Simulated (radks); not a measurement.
**Numerical settings for Ga⁺**

Aim: see which numerical settings matter for the gallium ion Ga+. Each run changes a setting or two against a run with the defaults. The defaults are a mesh step of 0.008 in ln r, a mesh end at 40 bohr or more, Anderson mixing 0.5 over 9 steps and a tight residual threshold, with the energy settled to 1e-9 hartree as well; every run has a cap on iterations.

Program: radks (a radial shooting solver on a logarithmic mesh, Libxc functionals) version 1. Level of theory: scalar-relativistic Kohn-Sham, r2SCAN, spin-unpolarised, spherical densities, finite nucleus. These are calculated values, not measurements, unless marked.

## Step 1: The system

| Property | Result |
| --- | --- |
| element | gallium (Z = 31) |
| charge | +1 |
| electrons | 30 |
| configuration | [Ar] 3d10 4s2 |
| nuclear rms radius | 3.9973 fm |

The outer shells:

Ga⁺
```
[Ar] core
3d [↑↓][↑↓][↑↓][↑↓][↑↓]
4s [↑↓]
```

In the logs a row gives level, spin channel, occupation and eigenvalue; Etot, Ekin, Encl (electron-nucleus), Eh (Hartree) and Exc are energies, all in hartree; err is the last residual, it the number of iterations.

## Step 2: Default settings

Input:

```text
Z 31
configuration [Ar] 3d10 4s2
relativity scalar-relativistic
functional r2scan,r2scan
spin unpolarised
nucleus finite rms 3.9973 fm
c 137.035999084
max_iterations 62
```

On the command line:

```console
$ python run_ks.py task.json out
```

All runs below come from this command, one after another.

What it wrote:

```text
1s      1   2.0000        -377.34609894
2s      1   2.0000         -47.12008934
2p      1   6.0000         -40.98681730
3s      1   2.0000          -5.92249091
3p      1   6.0000          -4.04929711
3d      1  10.0000          -1.02896508
4s      1   2.0000          -0.61055108
Etot -1944.0357523587832
Ekin 1977.1479857673019
Encl -4675.984742134791
Eh 830.3891117473054
Exc -75.58810773859932
err 2.069498000231184e-07
it 15
```

It took 0.12 s on 1 thread of Arm Neoverse N1, shared host; peak memory 0.24 GiB.

The top filled level is 4s, -16.614 eV.

Radial moments (bohr):

| level | occupation | energy (eV) | <r> | outermost maximum (interpolated) | 90 % within | nodes |
| --- | --- | --- | --- | --- | --- | --- |
| 1s | 2 | -10268.1 | 0.04861 | 0.0318 | 0.0869 | 0 |
| 2s | 2 | -1282.2 | 0.2175 | 0.182 | 0.337 | 1 |
| 2p | 6 | -1115.3 | 0.1907 | 0.147 | 0.311 | 0 |
| 3s | 2 | -161.16 | 0.6511 | 0.564 | 0.975 | 2 |
| 3p | 6 | -110.19 | 0.6789 | 0.567 | 1.05 | 1 |
| 3d | 10 | -28.000 | 0.8050 | 0.536 | 1.38 | 0 |
| 4s | 2 | -16.614 | 2.217 | 1.86 | 3.32 | 3 |

The radial density on a logarithmic grid:

| r (bohr) | 4πr²ρ (e/bohr) |
| --- | --- |
| 0.00162 | 0.7231 |
| 0.00242 | 1.500 |
| 0.00361 | 3.037 |
| 0.00539 | 5.930 |
| 0.00804 | 10.97 |
| 0.0120 | 18.73 |
| 0.0180 | 28.62 |
| 0.0269 | 36.51 |
| 0.0401 | 37.23 |
| 0.0599 | 31.72 |
| 0.0893 | 32.43 |
| 0.133 | 42.54 |
| 0.199 | 38.73 |
| 0.297 | 22.53 |
| 0.442 | 24.45 |
| 0.660 | 24.29 |
| 0.993 | 10.70 |
| 1.48 | 3.288 |
| 2.21 | 1.317 |
| 3.30 | 0.3415 |
| 4.92 | 0.02443 |

## Step 3: Mesh step in ln r 0.08

Changes since step 2:

```diff
@@ -7,2 +7,3 @@
 c 137.035999084
+mesh_step 0.08
 max_iterations 62
```

What it wrote:

```text
1s      1   2.0000        -380.70262160
2s      1   2.0000         -50.20609345
2p      1   6.0000         -44.09390542
3p      1   6.0000          -6.90097987
3d      1  10.0000          -3.80804947
Etot -1955.851902269156
Ekin 1929.9474731658752
Encl -4561.9133508644845
Eh 748.5067633810149
Exc -72.39278795156157
err 2.1616977456593372e-08
it 62
```

Wall time 0.17 s (1 thread of Arm Neoverse N1, shared host); peak memory 0.24 GiB.

At least one occupied level has no bound solution here (a level that could not be solved has no row), so no value is taken from this run.

## Step 4: Mesh step in ln r 0.003

Changes since step 3:

```diff
@@ -7,3 +7,3 @@
 c 137.035999084
-mesh_step 0.08
+mesh_step 0.003
 max_iterations 62
```

What it wrote:

```text
1s      1   2.0000        -377.34609897
2s      1   2.0000         -47.12008925
2p      1   6.0000         -40.98681721
3s      1   2.0000          -5.92249101
3p      1   6.0000          -4.04929723
3d      1  10.0000          -1.02896521
4s      1   2.0000          -0.61055111
Etot -1944.0357523535654
Ekin 1977.1479828587471
Encl -4675.984740149827
Eh 830.3891126886272
Exc -75.58810775111229
err 1.1011603186493365e-06
it 17
```

Wall time 0.33 s (1 thread of Arm Neoverse N1, shared host); peak memory 0.24 GiB.

Change of E against the default run: under 1e-4 mhartree.

## Step 5: Mesh step in ln r 0.005

Changes since step 4:

```diff
@@ -7,3 +7,3 @@
 c 137.035999084
-mesh_step 0.003
+mesh_step 0.005
 max_iterations 62
```

What it wrote:

```text
1s      1   2.0000        -377.34609954
2s      1   2.0000         -47.12008864
2p      1   6.0000         -40.98681660
3s      1   2.0000          -5.92249034
3p      1   6.0000          -4.04929662
3d      1  10.0000          -1.02896471
4s      1   2.0000          -0.61055093
Etot -1944.0357523555483
Ekin 1977.1479596231595
Encl -4675.984689614243
Eh 830.3890837689755
Exc -75.58810613344053
err 2.6923102958984887e-06
it 14
```

Wall time 0.18 s (1 thread of Arm Neoverse N1, shared host); peak memory 0.24 GiB.

Change of E against the default run: under 1e-4 mhartree.

## Step 6: Mesh end (bohr) 400

Changes since step 5:

```diff
@@ -7,3 +7,3 @@
 c 137.035999084
-mesh_step 0.005
+mesh_end 400
 max_iterations 62
```

What it wrote:

```text
1s      1   2.0000        -377.34609894
2s      1   2.0000         -47.12008934
2p      1   6.0000         -40.98681730
3s      1   2.0000          -5.92249091
3p      1   6.0000          -4.04929711
3d      1  10.0000          -1.02896508
4s      1   2.0000          -0.61055108
Etot -1944.0357523583082
Ekin 1977.1479857645531
Encl -4675.984742121232
Eh 830.3891117366436
Exc -75.5881077382733
err 2.0723568614763294e-07
it 15
```

Run time: 0.13 s. Hardware: 1 thread of Arm Neoverse N1, shared host; peak memory 0.24 GiB.

Change of E against the default run: under 1e-4 mhartree.

## Step 7: Mesh end (bohr) 5

Changes since step 6:

```diff
@@ -7,3 +7,3 @@
 c 137.035999084
-mesh_end 400
+mesh_end 5
 max_iterations 62
```

What it wrote:

```text
1s      1   2.0000        -377.32463038
2s      1   2.0000         -47.09982966
2p      1   6.0000         -40.96647104
3s      1   2.0000          -5.90197932
3p      1   6.0000          -4.02879907
3d      1  10.0000          -1.00904555
4s      1   2.0000          -0.58944880
Etot -1944.0172922835213
Ekin 1977.292012642879
Encl -4676.689463115879
Eh 830.9900849438634
Exc -75.60992675438423
err 2.730145372965176e-07
it 15
```

Run time: 0.11 s. Hardware: 1 thread of Arm Neoverse N1, shared host; peak memory 0.24 GiB.

Change of E against the default run: +18.46 mhartree.

## Step 8: Residual threshold 0.1

Changes since step 7:

```diff
@@ -7,3 +7,3 @@
 c 137.035999084
-mesh_end 5
+threshold 0.1
 max_iterations 62
```

What it wrote:

```text
1s      1   2.0000        -377.34577864
2s      1   2.0000         -47.11977774
2p      1   6.0000         -40.98650651
3s      1   2.0000          -5.92224499
3p      1   6.0000          -4.04905527
3d      1  10.0000          -1.02873847
4s      1   2.0000          -0.61047328
Etot -1944.0357518585797
Ekin 1977.1402497189047
Encl -4675.968178583522
Eh 830.3797572450469
Exc -75.5875802390093
err 0.0006068637599137436
it 10
```

Run time: 0.09 s. Hardware: 1 thread of Arm Neoverse N1, shared host; peak memory 0.24 GiB.

Change of E against the default run: +0.0005002 mhartree.

## Step 9: Residual threshold 0.001

Changes since step 8:

```diff
@@ -7,3 +7,3 @@
 c 137.035999084
-threshold 0.1
+threshold 0.001
 max_iterations 62
```

What it wrote:

```text
1s      1   2.0000        -377.34577864
2s      1   2.0000         -47.11977774
2p      1   6.0000         -40.98650651
3s      1   2.0000          -5.92224499
3p      1   6.0000          -4.04905527
3d      1  10.0000          -1.02873847
4s      1   2.0000          -0.61047328
Etot -1944.0357518585797
Ekin 1977.1402497189047
Encl -4675.968178583522
Eh 830.3797572450469
Exc -75.5875802390093
err 0.0006068637599137436
it 10
```

It took 0.09 s on 1 thread of Arm Neoverse N1, shared host; peak memory 0.24 GiB.

Change of E against the default run: +0.0005002 mhartree.

## Step 10: Mixing 0.2

Changes since step 9:

```diff
@@ -7,3 +7,3 @@
 c 137.035999084
-threshold 0.001
+mixing 0.2
 max_iterations 62
```

What it wrote:

```text
1s      1   2.0000        -377.34609875
2s      1   2.0000         -47.12008986
2p      1   6.0000         -40.98681769
3s      1   2.0000          -5.92249097
3p      1   6.0000          -4.04929720
3d      1  10.0000          -1.02896527
4s      1   2.0000          -0.61055111
Etot -1944.0357523591776
Ekin 1977.1479732298187
Encl -4675.984717315676
Eh 830.3890987429899
Exc -75.5881070163102
err 1.428299871172087e-06
it 16
```

Wall time 0.13 s (1 thread of Arm Neoverse N1, shared host); peak memory 0.24 GiB.

Change of E against the default run: under 1e-4 mhartree.

## Step 11: Mixing history 1, mixing 0.5

Changes since step 10:

```diff
@@ -7,3 +7,4 @@
 c 137.035999084
-mixing 0.2
+history 1
+mixing 0.5
 max_iterations 62
```

What it wrote:

```text
1s      1   2.0000        -377.34609883
2s      1   2.0000         -47.12008923
2p      1   6.0000         -40.98681717
3s      1   2.0000          -5.92249085
3p      1   6.0000          -4.04929705
3d      1  10.0000          -1.02896503
4s      1   2.0000          -0.61055106
Etot -1944.035752357771
Ekin 1977.147984234209
Encl -4675.984739190728
Eh 830.389110251027
Exc -75.58810765227861
err 3.0493842388603962e-05
it 62
```

Wall time 0.32 s (1 thread of Arm Neoverse N1, shared host); peak memory 0.24 GiB.

The cycle did not converge; nothing is taken from this run.

## Step 12: Mixing history 1, mixing 0.2

Changes since step 11:

```diff
@@ -8,3 +8,3 @@
 history 1
-mixing 0.5
+mixing 0.2
 max_iterations 62
```

What it wrote:

```text
1s      1   2.0000        -377.34609321
2s      1   2.0000         -47.12008636
2p      1   6.0000         -40.98681476
3s      1   2.0000          -5.92248855
3p      1   6.0000          -4.04929486
3d      1  10.0000          -1.02896295
4s      1   2.0000          -0.61054961
Etot -1944.0357522758115
Ekin 1977.1479768794502
Encl -4675.984743357885
Eh 830.3891221250977
Exc -75.58810792247436
err 3.350543901980708e-06
it 62
```

Run time: 0.4 s. Hardware: 1 thread of Arm Neoverse N1, shared host; peak memory 0.24 GiB.

Not converged, so its numbers are not used.

## Step 13: Mixing history 20

Changes since step 12:

```diff
@@ -7,4 +7,3 @@
 c 137.035999084
-history 1
-mixing 0.2
+history 20
 max_iterations 62
```

What it wrote:

```text
1s      1   2.0000        -377.34609987
2s      1   2.0000         -47.12009033
2p      1   6.0000         -40.98681828
3s      1   2.0000          -5.92249172
3p      1   6.0000          -4.04929790
3d      1  10.0000          -1.02896580
4s      1   2.0000          -0.61055124
Etot -1944.0357523600164
Ekin 1977.1480161557345
Encl -4675.984809545118
Eh 830.3891509365944
Exc -75.58810990722758
err 2.42086226011121e-06
it 15
```

Wall time 0.12 s (1 thread of Arm Neoverse N1, shared host); peak memory 0.24 GiB.

Change of E against the default run: under 1e-4 mhartree.

## Step 14: Iteration cap 5

Changes since step 13:

```diff
@@ -7,3 +7,2 @@
 c 137.035999084
-history 20
-max_iterations 62
+max_iterations 5
```

What it wrote:

```text
1s      1   2.0000        -377.23909029
2s      1   2.0000         -46.99952002
2p      1   6.0000         -40.86892973
3s      1   2.0000          -5.82871097
3p      1   6.0000          -3.95834007
3d      1  10.0000          -0.94601555
4s      1   2.0000          -0.58695224
Etot -1944.0216851981427
Ekin 1973.7546743190999
Encl -4668.486976460012
Eh 826.057667394541
Exc -75.34705045177171
err 0.2581732804752364
it 5
```

Run time: 0.04 s. Hardware: 1 thread of Arm Neoverse N1, shared host; peak memory 0.24 GiB.

The run did not meet its threshold, so it is not used.

## Step 15: What came out

| setting | mesh points | iterations | converged | change of E (mhartree) | time |
| --- | --- | --- | --- | --- | --- |
| Default settings | 2259 | 15 | yes | 0 | 0.12 s |
| mesh step in ln r 0.08 | 226 | 62 | no | - | 0.17 s |
| mesh step in ln r 0.003 | 6022 | 17 | yes | 0 | 0.33 s |
| mesh step in ln r 0.005 | 3613 | 14 | yes | 0 | 0.18 s |
| mesh end (bohr) 400 | 2476 | 15 | yes | 0 | 0.13 s |
| mesh end (bohr) 5 | 1929 | 15 | yes | +18.46 | 0.11 s |
| residual threshold 0.1 | 2259 | 10 | yes | +0.0005002 | 0.09 s |
| residual threshold 0.001 | 2259 | 10 | yes | +0.0005002 | 0.09 s |
| mixing 0.2 | 2259 | 16 | yes | 0 | 0.13 s |
| mixing history 1, mixing 0.5 | 2259 | 62 | no | - | 0.32 s |
| mixing history 1, mixing 0.2 | 2259 | 62 | no | - | 0.4 s |
| mixing history 20 | 2259 | 15 | yes | 0 | 0.12 s |
| iteration cap 5 | 2259 | 5 | no | - | 0.04 s |

In words: A zero stands for a change under the printed digits. Converged yet off by more than 1 mhartree: mesh end (bohr) 5. Convergence of the cycle says nothing about the mesh. Not converged or rejected: mesh step in ln r 0.08; mixing history 1, mixing 0.5; mixing history 1, mixing 0.2; iteration cap 5. A mesh that ends early acts as a hard wall.
